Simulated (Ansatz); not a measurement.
# Sr2FeCl: the cost of one run

Program: Ansatz 0.2.0. Level of theory: reference: DFT PBE, plane waves, PAW, scalar-relativistic, no spin polarisation. These are calculated values, not measurements.

**1. The starting structure**

It takes space group R-3m (No. 166, trigonal). Conventional cell: a = 3.914 Å, b = 3.914 Å, c = 21.032 Å, α = 90.00°, β = 90.00°, γ = 120.00°. Fe (site symmetry -3m) is surrounded by 6 Sr at 2.63 Å. Around Cl (site symmetry -3m) lie 6 Sr at 3.12 Å. Around Sr (site symmetry 3m) lie 3 Fe at 2.63 Å and 3 Cl at 3.12 Å.

Structure file:

```
Fe Cl Sr
1.0
     1.95677    3.38923    0.00000
    -1.95677    3.38923    0.00000
     0.00000   -2.25948    7.01058
Fe Cl Sr
1 1 2
Direct
  0.50000 0.50000 0.50000
  0.00000 0.00000 0.00000
  0.23080 0.23080 0.69240
  0.76920 0.76920 0.30760
```

**2. Reference**

File input.yaml:

```yaml
crystal:
  lattice:
    - [1.956772, 3.389222, 0.0]
    - [-1.956772, 3.389222, 0.0]
    - [0.0, -2.259482, 7.010584]
  atoms:
    - { symbol: Fe, position: [0.5, 0.5, 0.5] }
    - { symbol: Cl, position: [0.0, 0.0, 0.0] }
    - { symbol: Sr, position: [0.2308, 0.2308, 0.6924] }
    - { symbol: Sr, position: [0.7692, 0.7692, 0.3076] }
  symmetry: { tolerance: 0.0003 }
kpoints:
  mp_grid: { grid: [5, 5, 5], shift: [0, 0, 0] }
magnetization:
  spin_polarized: false
scf:
  occupations: { method: fermi_dirac }
hamiltonian:
  pseudopotentials: { kind: paw }
  xc: pbe
basis:
  ecutwfc: 420
output:
  forces: true
  stress: true
  eigenvalues: true
relax:
  max_steps: 40
  cell: {}
```

Command:

```console
$ ansatz run input.yaml --threads 1 --pin off --max-ram 2560MiB --backend cpu --events-out ev --progress --plain --runs-dir out
```

What time and memory should one allow on 1 thread of Intel Xeon 6975P-C (Granite Rapids), shared host?

About 21 s, with a peak of 0.42 GiB.
